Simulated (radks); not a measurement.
# Polarisabilities and dispersion coefficients of Ar, K⁺, Ca²⁺ and others

Aim: static dipole polarisabilities and C6 coefficients, each species in its NIST ground configuration. After each ground state the linear response is solved; its values go to the run's result record, not to the log. Response by self-consistent Sternheimer equations with the Hartree and adiabatic LDA kernel, the relativistic mass of each level held fixed and spin-orbit coupling left out.

The numbers are computed with radks (a radial shooting solver on a logarithmic mesh, Libxc functionals) version 1 (scalar-relativistic Kohn-Sham, LB94 model potential, spin-unpolarised, spherical densities, finite nucleus), except any that are marked as measured or tabulated.

## Step 1: What is computed

| Quantity | Value |
| --- | --- |
| species | Ar ([Ar]), K⁺ ([Ar]), Ca²⁺ ([Ar]), Sc³⁺ ([Ar]), Ti⁴⁺ ([Ar]), V⁵⁺ ([Ar]), Cr⁶⁺ ([Ar]), Mn⁷⁺ ([Ar]), Fe⁸⁺ ([Ar]) |

LB94 adds a gradient term to the LDA potential that gives it a −1/r tail. It is a model potential with no energy functional, so Etot and Exc are not given.

## Step 2: Ar, [Ar]

Settings of this run:

```text
Z 18
configuration [Ar]
relativity scalar-relativistic
functional lda,pw
model_potential LB94
spin unpolarised
nucleus finite rms 3.4274 fm
c 137.035999084
response adiabatic LDA kernel
```

## Step 3: K⁺, [Ar]

Settings of this run:

```text
Z 19
configuration [Ar]
relativity scalar-relativistic
functional lda,pw
model_potential LB94
spin unpolarised
nucleus finite rms 3.4349 fm
c 137.035999084
response adiabatic LDA kernel
```

## Step 4: Ca²⁺, [Ar]

Settings of this run:

```text
Z 20
configuration [Ar]
relativity scalar-relativistic
functional lda,pw
model_potential LB94
spin unpolarised
nucleus finite rms 3.4776 fm
c 137.035999084
response adiabatic LDA kernel
```

## Step 5: Sc³⁺, [Ar]

Settings of this run:

```text
Z 21
configuration [Ar]
relativity scalar-relativistic
functional lda,pw
model_potential LB94
spin unpolarised
nucleus finite rms 3.5459 fm
c 137.035999084
response adiabatic LDA kernel
```

## Step 6: Ti⁴⁺, [Ar]

Settings of this run:

```text
Z 22
configuration [Ar]
relativity scalar-relativistic
functional lda,pw
model_potential LB94
spin unpolarised
nucleus finite rms 3.5921 fm
c 137.035999084
response adiabatic LDA kernel
```

## Step 7: V⁵⁺, [Ar]

Settings of this run:

```text
Z 23
configuration [Ar]
relativity scalar-relativistic
functional lda,pw
model_potential LB94
spin unpolarised
nucleus finite rms 3.6002 fm
c 137.035999084
response adiabatic LDA kernel
```

## Step 8: Cr⁶⁺, [Ar]

Settings of this run:

```text
Z 24
configuration [Ar]
relativity scalar-relativistic
functional lda,pw
model_potential LB94
spin unpolarised
nucleus finite rms 3.6452 fm
c 137.035999084
response adiabatic LDA kernel
```

## Step 9: Mn⁷⁺, [Ar]

Settings of this run:

```text
Z 25
configuration [Ar]
relativity scalar-relativistic
functional lda,pw
model_potential LB94
spin unpolarised
nucleus finite rms 3.7057 fm
c 137.035999084
response adiabatic LDA kernel
```

## Step 10: Fe⁸⁺, [Ar]

Settings of this run:

```text
Z 26
configuration [Ar]
relativity scalar-relativistic
functional lda,pw
model_potential LB94
spin unpolarised
nucleus finite rms 3.7377 fm
c 137.035999084
response adiabatic LDA kernel
```

Q: Predict the outcome of this session. Wanted: for each run, species; −ε(HOMO); α; α uncoupled; C6; C8; recommended α.

**Answer**, as computed:

```
species  −ε(HOMO) (eV)  α (bohr³)  α uncoupled (bohr³)  C6 (hartree bohr⁶)  C8 (hartree bohr⁸)  recommended α (bohr³)
     Ar         15.736      11.45                17.38               67.03                1729                 11.083
     K⁺         31.329      5.741                8.918               24.79               430.8                      -
   Ca²⁺         50.372      3.392                5.338               11.34               145.4                      -
   Sc³⁺         72.729      2.204                3.496               5.894               58.66                      -
   Ti⁴⁺         98.323      1.525                2.432               3.345               26.71                      -
    V⁵⁺         127.11      1.105                1.766               2.025               13.29                      -
   Cr⁶⁺         159.05     0.8285                1.327               1.288               7.082                      -
   Mn⁷⁺         194.13     0.6384                1.023              0.8528               3.985                      -
   Fe⁸⁺         232.33     0.5029               0.8055              0.5834               2.346                      -
```

**Reading.** Uncoupled leaves out the potential induced by the response; C6 and C8 are for like pairs. Ar is the most polarisable and Fe⁸⁺ the least, a factor 22.8 apart. For the pair Ar–Fe⁸⁺ the Casimir-Polder integral gives C6 = 4.961, the rule 2·Ca·Cb/(Ca·αb/αa + Cb·αa/αb) on the like-pair values 4.819. Against the recommended values (Schwerdtfeger and Nagle, 2023 table) the misses are Ar +3 %. C8 is given only where no p, d or f shell is open.
